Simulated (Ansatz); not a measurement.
# Lu2Ga3Cu (P3m1): the equilibrium volume

Aim: the volume at which the pressure of Lu2Ga3Cu (P3m1) vanishes.

Method: DFT PBEsol, scalar-relativistic, plane waves, PAW, in Ansatz 0.2.0.

10 further runs of the same task are left out: 1 for a known fault of the program, 5 that didn't finish, 4 set aside as unsound or not needed.

## Step 1: The starting structure

The structure is trigonal, space group P3m1 (No. 156). The conventional cell has a = 4.296 Å, b = 4.296 Å, c = 7.003 Å, α = 90.00°, β = 90.00°, γ = 120.00°. Around Cu (site symmetry 3m) lie 4 Ga at 2.52 to 2.86 Å and 3 Lu at 2.82 Å. Around Ga (site symmetry 3m) lie 3 Cu at 2.52 Å. Ga (site symmetry 3m) has 4 Ga at 2.58 to 3.00 Å and 3 Lu at 2.90 Å as nearest neighbours. Ga (site symmetry 3m) has 3 Ga at 2.58 Å and 1 Cu at 2.86 Å and 3 Lu at 2.91 Å as nearest neighbours. Lu (site symmetry 3m) has 3 Cu at 2.82 Å and 6 Ga at 2.91 to 3.05 Å as nearest neighbours. Lu (site symmetry 3m) is surrounded by 9 Ga at 2.90 to 3.32 Å and 3 Cu at 3.15 Å and 1 Lu at 3.28 Å.

Coordinates:

```xyz
6
Lattice="4.2962 0.0000 0.0000 -2.1481 3.7206 0.0000 0.0000 0.0000 7.0032" Properties=species:S:1:pos:R:3 pbc="T T T"
Cu    0.0000    2.4804    3.7727
Ga    0.0000    0.0000    3.3314
Ga    0.0000    0.0000    0.3273
Ga    0.0000    2.4804    6.6330
Lu    2.1481    1.2402    5.1135
Lu    2.1481    1.2402    1.8316
```

## Step 2: The first run (PBEsol, 6×6×4 mesh)

The input, input.yaml:

```yaml
crystal:
  lattice:
    - [4.2962103, 0.0, 0.0]
    - [-2.14810515, 3.72062726, 0.0]
    - [0.0, 0.0, 7.00315697]
  atoms:
    - { symbol: Cu, position: [0.3333333333, 0.6666666667, 0.5387148] }
    - { symbol: Ga, position: [0.0, 0.0, 0.47569462] }
    - { symbol: Ga, position: [0.0, 0.0, 0.04673307] }
    - { symbol: Ga, position: [0.3333333333, 0.6666666667, 0.94714889] }
    - { symbol: Lu, position: [0.6666666667, 0.3333333333, 0.73017589] }
    - { symbol: Lu, position: [0.6666666667, 0.3333333333, 0.26153473] }
basis:
  ecutwfc: 420
kpoints:
  mp_grid: { grid: [6, 6, 4] }
hamiltonian:
  xc: pbesol
scf:
  occupations: { method: gaussian, width: 0.1 }
output:
  forces: true
  stress: true
  eigenvalues: true
```

Launch:

```sh
$ ansatz run input.yaml --threads 8 --pin off --max-ram 14336MiB --backend cpu --events-out ev --progress --plain --runs-dir out
```

The runs that follow: Full relaxation.

Before running it: what results should come out? Wanted: volume; pressure; conventional cell; gap on the mesh.

As calculated:

| quantity | value |
| --- | --- |
| volume | 18.091 Å³/atom |
| pressure | 0.00 GPa |
| conventional cell | a = 4.269 Å, b = 4.269 Å, c = 6.879 Å, α = 90.00°, β = 90.00°, γ = 120.00° |
| gap on the mesh | none (metal) |

**Reading.** Over the 2 runs shown the cell moved from 18.66 to 18.09 Å³/atom, a change of -3.0 %, where the pressure is zero within 0.01 GPa. Spin–orbit coupling is left out, though the cell holds Lu; it splits the 4f levels.
